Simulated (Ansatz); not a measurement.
# HfCl4 (hafnium tetrachloride) at HF/def2-SVP (core potential)

What is the vertical ionisation energy of HfCl4 (hafnium tetrachloride) at HF/def2-SVP (core potential)? 

The calculation is run with Ansatz 0.2.0.

## (1) The structure to begin with

HfCl4: 5 atoms, total charge 0, spin state singlet. As SMILES, `[Cl][Hf]([Cl])([Cl])[Cl]`. The shape is that of a PBE0-D4/def2-TZVP optimisation.

Bond lengths: Cl1–Hf2 2.318 Å, Hf2–Cl3 2.318 Å, Hf2–Cl4 2.318 Å, Hf2–Cl5 2.318 Å. Angles: Cl1–Hf2–Cl3 109.5°, Cl1–Hf2–Cl4 109.5°, Cl1–Hf2–Cl5 109.5°, Cl3–Hf2–Cl4 109.5°, Cl3–Hf2–Cl5 109.5°, Cl4–Hf2–Cl5 109.5°.

## (2) The energy at HF/def2-SVP (core potential)

Input file job.yaml:

```yaml
crystal:
  periodic: [false, false, false]
  atoms:
    - symbol: Cl
      position_ang: [-0.049920, -0.218520, 2.307050]
    - symbol: Hf
      position_ang: [0.000120, -0.000030, 0.000030]
    - symbol: Cl
      position_ang: [1.506260, -1.521760, -0.888040]
    - symbol: Cl
      position_ang: [-2.112190, -0.411630, -0.860750]
    - symbol: Cl
      position_ang: [0.655730, 2.151940, -0.558290]
basis:
  gaussian: {orbitals: def2-SVP}
hamiltonian: {xc: hf}
accuracy: high
output: {orbitals: {seedname: orbitals}}
```

Started as:

```console
$ ansatz run job.yaml --threads 1 --pin off --max-ram 3480MiB --events-out events.jsonl --progress --plain --runs-dir runs
```

The log of the run:

```text
Warning: RAYON_NUM_THREADS=1 ignored (pool sized by the plan → 1); use --threads N
Functional definition: HF
  name "HF"
  exchange = exact_x
  correlation = 0
2067 factors; integrals over basis functions are off by at most 3.9e-8 eV
mean field evaluation 1: about -51296.7490 eV, gradient 2.9e1 eV
mean field evaluation 2: about -51297.0008 eV, gradient 3.0e1 eV
mean field evaluation 4: about -51299.8720 eV, gradient 1.5e0 eV
mean field evaluation 8: about -51299.9084 eV, gradient 8.7e-2 eV
mean field evaluation 16: about -51299.9085 eV, gradient 1.7e-8 eV
mean field -51299.90851466 eV, -1885.2368655869 hartree, gradient 4.2e-8 eV, S^2 0.000000; 0 other end points of the search recorded, 0 dependent functions left out
reference -51299.90851466 eV, -1885.2368655869 hartree; 40, 40 occupied and 64, 64 virtual orbitals, 2067 factors
Total energy: -51299.90851466 eV, -1885.2368655869 hartree
```

Wall time 1.7 s (1 thread of AMD EPYC 9R45 (Zen 5), shared host); peak memory 0.37 GiB.

## (3) The doublet cation at the same level

Input file run.yaml:

```yaml
crystal:
  periodic: [false, false, false]
  atoms:
    - {symbol: Cl, position_ang: [-0.049920, -0.218520, 2.307050]}
    - {symbol: Hf, position_ang: [0.000120, -0.000030, 0.000030]}
    - {symbol: Cl, position_ang: [1.506260, -1.521760, -0.888040]}
    - {symbol: Cl, position_ang: [-2.112190, -0.411630, -0.860750]}
    - {symbol: Cl, position_ang: [0.655730, 2.151940, -0.558290]}
basis:
  gaussian:
    orbitals: def2-SVP
output:
  orbitals: {seedname: orbitals}
hamiltonian:
  xc: hf
magnetization:
  spin_polarized: true
  initial_magnetization: 1
accuracy: high
total_charge: 1
```

Started as:

```console
$ ansatz run run.yaml --threads 1 --pin off --max-ram 3480MiB --events-out events.jsonl --progress --plain --runs-dir runs
```

The log of the run (excerpt; [...] marks lines left out):

```text
Warning: RAYON_NUM_THREADS=1 ignored (pool sized by the plan → 1); use --threads N
[... 2 set-up lines as earlier in the session ...]
[...]
2067 factors; integrals over basis functions are off by at most 3.9e-8 eV
[...]
mean field -51288.15718487 eV, -1884.8050121823 hartree, gradient 1.7e-8 eV, S^2 0.757966; 4 other end points of the search recorded, 0 dependent functions left out
reference -51288.15718487 eV, -1884.8050121823 hartree; 40, 39 occupied and 64, 65 virtual orbitals, 2067 factors
Total energy: -51288.15718487 eV, -1884.8050121823 hartree
```

Run time: 41 s. Hardware: 1 thread of AMD EPYC 9R45 (Zen 5), shared host; peak memory 0.73 GiB.

## (4) Outcome

Level: HF/def2-SVP (core potential).

| quantity | value |
| --- | --- |
| singlet HfCl4: total energy | -1885.23687 Eh |
| singlet HfCl4: HOMO energy | -13.05 eV |
| singlet HfCl4: LUMO energy | 1.55 eV |
| singlet HfCl4: HOMO–LUMO gap | 14.60 eV |
| doublet cation: total energy | -1884.80501 Eh |
| doublet cation: HOMO energy (highest over α and β) | -17.29 eV |
| doublet cation: LUMO energy (lowest over α and β) | -10.29 eV |
| doublet cation: ⟨S²⟩ | 0.758 |
| vertical ionisation energy (to the doublet cation) | 11.751 eV |

In words: Removing an electron at fixed nuclei costs 11.75 eV (1134 kJ/mol). −ε(HOMO) before ionisation, 13.05 eV, is 1.29 eV above this ionisation energy.
